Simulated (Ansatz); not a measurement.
# Ba: the cost of one run

Program: Ansatz 0.2.0. Level of theory: DFT PBEsol, scalar-relativistic, plane waves, PAW. These are calculated values, not measurements.

### Step 1. The system as given

It takes space group Pm-3m (No. 221, cubic). The conventional cell has a = 3.918 Å, b = 3.918 Å, c = 3.918 Å, α = 90.00°, β = 90.00°, γ = 90.00°. Around Ba (site symmetry m-3m) lie 6 Ba at 3.92 Å.

Structure file:

```cif
data_structure
_symmetry_space_group_name_H-M 'P 1'
_symmetry_Int_Tables_number 1
_cell_length_a 3.9177
_cell_length_b 3.9177
_cell_length_c 3.9177
_cell_angle_alpha 90.000
_cell_angle_beta 90.000
_cell_angle_gamma 90.000
_cell_volume 60.13
loop_
_atom_site_label
_atom_site_type_symbol
_atom_site_fract_x
_atom_site_fract_y
_atom_site_fract_z
_atom_site_occupancy
Ba1 Ba 0.00000 0.00000 0.00000 1
```

The structure comes from the Materials Project (structure only).

### Step 2. A change within a subgroup

The change: strain xx, yy, zz, yz, xz, xy = -6.3, +2.7, +2.7, +0.0, +0.0, +0.0 %.

input.yaml

```yaml
crystal:
  lattice:
    - [3.6703920322, 0.0, 0.0]
    - [0.0, 4.0229866108, 0.0]
    - [0.0, 0.0, 4.0229866108]
  atoms:
    - { symbol: Ba, position: [0.0, 0.0, 0.0] }
basis:
  ecutwfc: 420
kpoints:
  mp_grid: { grid: [10, 10, 10] }
hamiltonian:
  xc: pbesol
scf:
  occupations: { method: gaussian, width: 0.1 }
output:
  forces: true
  stress: true
  eigenvalues: true
  populations: true
  write_density: true
  write_potential: true
  elf: true
  volumetric_format: npy
```

Run with:

```console
$ ansatz run input.yaml --threads 1 --pin off --max-ram 1331MiB --backend cpu --events-out ev --progress --plain --runs-dir out
```

Q: Estimate wall time and peak memory on 1 thread of an x86-64 CPU, shared host.

About 14 s, with a peak of 0.37 GiB.
